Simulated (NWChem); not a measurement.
# HF/STO-3G run of BF3 (boron trifluoride)

What is the vertical electron affinity of BF3 (boron trifluoride) at HF/STO-3G? 

The calculation is run with NWChem 7.3.0.

8 further runs of the same task are left out: 4 that didn't finish, 4 set aside as unsound or not needed. Runs told in other sessions of the task aren't counted.

## 1. The structure to begin with

BF3: 4 atoms, total charge 0, spin state singlet. SMILES: `FB(F)F`. The shape is that of a PBE0-D4/def2-TZVP optimisation.

Bond lengths: F1–B2 1.311 Å, B2–F3 1.311 Å, B2–F4 1.311 Å. Angles: F1–B2–F3 120.0°, F1–B2–F4 120.0°, F3–B2–F4 120.0°.

## 2. Energy and forces at HF/STO-3G

Input file mol.nw:

```
start mol
title "BF3"
memory 2200 mb

geometry units angstroms noautosym nocenter noautoz
   F      0.543870     0.210740     1.174280
   B      0.000020     0.000000     0.000010
   F     -0.265170    -1.223510    -0.389620
   F     -0.278730     1.012770    -0.784660
end

basis spherical bse
   * library STO-3G
end

scf
   thresh 1e-08
   maxiter 80
   noprint "final vectors analysis"
end

task scf gradient
```

On the command line:

```
nwchem mol.nw > mol.out
```

Log:

```text
[...]
  functions       =    20
[...]
  wavefunction    = RHF
[...]
         Total SCF energy =   -318.661916330971
      One-electron energy =   -669.611316203463
      Two-electron energy =    239.840245553790
 Nuclear repulsion energy =    111.109154318702
        Time for solution =      0.2s
[...]
                         RHF ENERGY GRADIENTS
    atom               coordinates                        gradient
                 x          y          z           x          y          z
   1 F       1.027765   0.398241   2.219067    0.001284   0.000500   0.002778
   2 B       0.000038   0.000000   0.000019    0.000013   0.000002   0.000011
   3 F      -0.501099  -2.312099  -0.736275   -0.000633  -0.002895  -0.000928
   4 F      -0.526723   1.913858  -1.482792   -0.000664   0.002393  -0.001861
[...]
```

It took 0.88 s on 1 thread of Intel Xeon 6975P-C (Granite Rapids), shared host; peak memory 0.097 GiB.

## 3. The doublet anion: the energy at UHF/STO-3G

Input file bf3.nw:

```
echo
start bf3
title "BF3"
memory total 2200 mb
charge -1
geometry noautosym nocenter noautoz
   F        0.543870       0.210740       1.174280
   B        0.000020       0.000000       0.000010
   F       -0.265170      -1.223510      -0.389620
   F       -0.278730       1.012770      -0.784660
end
basis "ao basis" spherical bse
   * library STO-3G
end
scf
   doublet
   uhf
   thresh 1e-08
   maxiter 80
end
task scf energy
```

On the command line:

```
nwchem bf3.nw > bf3.out
```

Log:

```text
[...]
  functions       =    20
[...]
  wavefunction    = UHF
[...]
         Total SCF energy =   -318.332744039837
      One electron energy =   -682.702984144803
      Two electron energy =    253.261085786264
 Nuclear repulsion energy =    111.109154318702
                       Sz =      0.5000
                 Sz(Sz+1) =      0.7500
                      S^2 =      0.7554
[...]
```

Wall time 0.81 s (1 thread of Intel Xeon 6975P-C (Granite Rapids), shared host); peak memory 0.099 GiB.

## 4. Summary of results

At HF/STO-3G:

| quantity | value |
| --- | --- |
| singlet BF3: total energy | -318.66192 Eh |
| singlet BF3: dipole moment | 0.00 D |
| singlet BF3: largest force on an atom | 0.160 eV/Å |
| doublet anion: total energy | -318.33274 Eh |
| doublet anion: HOMO energy (highest over α and β) | 8.68 eV |
| doublet anion: LUMO energy (lowest over α and β) | 23.08 eV |
| doublet anion: ⟨S²⟩ | 0.755 |
| vertical electron affinity (to the doublet anion) | -8.957 eV |

In words: The anion lies 8.96 eV (864 kJ/mol) above the neutral: the electron isn't bound at this level, and such a value depends on the basis. Without diffuse functions anions come out too high. Hartree–Fock misses the correlation that binds many anions. In a minimal basis such a difference can be off by several eV, whatever the method. Mulliken charges (singlet BF3) run from -0.22 on F1 to +0.65 on B2. Mulliken charges (doublet anion) run from -0.36 on F1 to +0.08 on B2. The HOMO (doublet anion) lies at positive energy, 8.68 eV: the electron is unbound at this level or held by a compact basis; values depend on the basis.
